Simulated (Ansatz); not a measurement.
Working through a test of scalar relativity of AsH4N, SMILES N[AsH2]

With the Ansatz DFT code, driven from Python.

Run as a notebook:

In [1]:
```python
import ansatz
import numpy as np
```

In [2]:
```python
geometry_ang = [
    ('N', (-0.3074, -0.9787, -0.0652)),
    ('As', (-0.6082, 0.9493, -0.133)),
    ('H', (0.6386, -1.1101, -0.1585)),
    ('H', (-0.5805, -1.2385, 0.8692)),
    ('H', (0.3141, 1.0925, -1.4086)),
    ('H', (0.5854, 1.2216, 0.85)),
]
ash4n = ansatz.Crystal.molecule()
for symbol, xyz in geometry_ang:
    ash4n = ash4n.atom(symbol, xyz)

setup = ash4n.calculation()
setup = setup.functional('b3lyp', dispersion='d4')
setup = setup.forces()
# a set contracted for a scalar-relativistic Hamiltonian goes with the relativistic run
sets = {'none': 'cc-pVTZ', 'scalar': 'cc-pVTZ-DK'}
found = {kind: setup.basis(gaussian=basis).pseudopotentials(relativity=kind).run(threads=1).report for kind, basis in sets.items()}
for kind, each in found.items():
    dipole = 4.803205 * np.linalg.norm(each['charge_distribution']['dipole_moment_e_ang'])
    print(f'{kind:7s} E = {each["free_energy_ev"]:.4f} eV  dipole {dipole:.3f} D  largest force component {np.abs(each["forces_ev_ang"]).max():.4f} eV/A')
print(f'relativity lowers the total energy by {found["none"]["free_energy_ev"] - found["scalar"]["free_energy_ev"]:.3f} eV')
```
```text
none    E = -62399.2003 eV  dipole 1.301 D  largest force component 3.1087 eV/A
scalar  E = -63076.8891 eV  dipole 1.259 D  largest force component 3.1018 eV/A
relativity lowers the total energy by 677.689 eV
```

The total moves by -677.7 eV, nearly all in the cores, and the dipole from 1.30 to 1.26 D.

Notes:
- The settings weren't tested for convergence.
- The geometry is a force-field or estimated start, not a minimum of this method. The basis set changes with the Hamiltonian (a set recontracted for scalar relativity), and most of the change in the total lies in the cores.
- b3lyp holds the VWN-RPA fit, as in Gaussian; the form of ORCA and Turbomole is b3lyp5.
- Hardware and time: 8.7 s on 1 thread of Arm Neoverse V1, with other jobs on the host, peak memory 0.27 GiB.
